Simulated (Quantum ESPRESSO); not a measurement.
# AgRh under changes of volume

One of the cells (16.064 Å³/atom); the others are scaled copies at fixed shape and fractional positions:

```
Ag Rh
1.0
     2.77759    0.00000    0.00000
    -1.38879    2.40546    0.00000
     0.00000    0.00000    4.80860
Ag Rh
1 1
Direct
  0.00000 0.00000 0.50000
  0.66667 0.33333 0.00000
```

The cell comes from a database or a generator and needn't be the stable form of this composition.

| Property | Result |
| --- | --- |
| Program | Quantum ESPRESSO 7.5 |
| Functional | PBEsol |
| Potentials or basis | GBRV 1.5 PBEsol |
| Cutoff | 762 eV |
| Density cutoff | 6095 eV |
| k mesh | 11 × 11 × 6 |
| Occupations | fermi-dirac, width 0.05 eV |
| Spin | no spin polarisation |

```csv
volume (Å³/atom),energy over the lowest point (meV/atom),pressure (GPa)
15.100,0.00,-0.8
15.421,?,?
15.743,16.83,-7.8
16.064,34.87,-10.6
16.385,58.27,-13.1
16.707,86.29,-15.2
17.028,118.31,-17.1
```

**Question.** What does the run at 15.421 Å³/atom give?

**Answer.** Energy over the lowest point 4.89 meV/atom; pressure -4.5 GPa.

Worked out: A Birch-Murnaghan fit of order 3 (a polynomial in V^(-2/3)) to the other rows has its minimum at 15.06 Å³/atom, just outside them, with B0 = V·E''(V) = 192 GPa and B' = 5.5 at fixed shape and positions, which overstates the stiffness. It gives 4.88 meV/atom at 15.421 Å³/atom, against the run's 4.89, and -dE/dV = -4.3 GPa, against -4.5.

Energies are extrapolated to zero smearing.
